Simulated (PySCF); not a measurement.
# F6P2Pd (Pd(PF3)2): the cost of one run

Computed with PySCF 2.14.0 and routines of our own; the level stands in each step. Atoms count from 0.

1 further run of the same task is left out (for a basis unfit for spin-orbit shieldings).

### 1 The starting structure

9 atoms, charge 0, multiplicity 1; geometry from: GFN2-xTB.

### 2 Optimising the geometry at PBE0-D3(BJ)/def2-SVP

Job settings and geometry (Å):

```
{"job": {"xc": "PBE0", "basis": "def2-SVP", "d3": "d3bj", "grid": 1, "maxiter": 30, "shake": 0.03, "kind": "geom"}, "charge": 0, "multiplicity": 1}
Pd     0.072870    -0.042500     0.012750
P     -0.018220    -0.019480     2.190760
F     -1.169310     0.744920     3.017900
F      1.318220     0.538560     3.048300
F     -0.145420    -1.393010     2.960700
P     -0.002580     0.042370    -2.203850
F     -1.131250    -0.680030    -3.009490
F      1.224600    -0.635630    -3.042330
F     -0.016180     1.375360    -3.000400
```

Started as:

```sh
$ OMP_NUM_THREADS=1 python heavy_run.py task.json out
```

This one command runs all jobs of the session in turn.

**Question.** How long does this first job take on 1 thread of Arm Neoverse N1, shared host, and how much memory does it need?

About 12 min, with a peak of 0.63 GiB.
